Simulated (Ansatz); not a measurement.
# FIrO: the cost of one run

Program: Ansatz 0.2.0. Level of theory: the levels named in each step. These are calculated values, not measurements.

## 1. The structure to begin with

Bond lengths: O1–Ir2 1.562 Å, Ir2–F3 1.678 Å. Angles: O1–Ir2–F3 180.0°.

Structure file:

```xyz
3

O     0.0000    0.0000   -1.6009
Ir    0.0000    0.0000   -0.0388
F     0.0000    0.0000    1.6397
```

## 2. A rough first relaxation, PBE-D4/def2-SVP

This run stands in another session on the same molecule. It ended at:

```xyz
3

O     0.0000    0.0000   -1.7144
Ir    0.0000    0.0000   -0.0533
F     0.0000    0.0000    1.7676
```

## 3. Relaxation, PBE0-D4/def2-TZVPP

The input, input.yaml:

```yaml
crystal:
  periodic: [false, false, false]
  atoms:
    - { symbol: O, position_ang: [0.0, 0.0, -1.71437568] }
    - { symbol: Ir, position_ang: [0.0, 0.0, -0.05326259] }
    - { symbol: F, position_ang: [0.0, 0.0, 1.76763827] }
basis:
  gaussian: { orbitals: def2-TZVPP }
hamiltonian:
  xc: pbe0
  dispersion: d4
relax:
  f_tol: 0.002
  max_steps: 150
```

Run with:

```
$ ansatz run input.yaml --threads 2 --pin off --max-ram 5120MiB --backend cpu --events-out ev --progress --plain --runs-dir out
```

What time and memory should one allow on 2 threads of Arm Neoverse V1, shared host?

About 8.1 s, with a peak of 0.18 GiB.
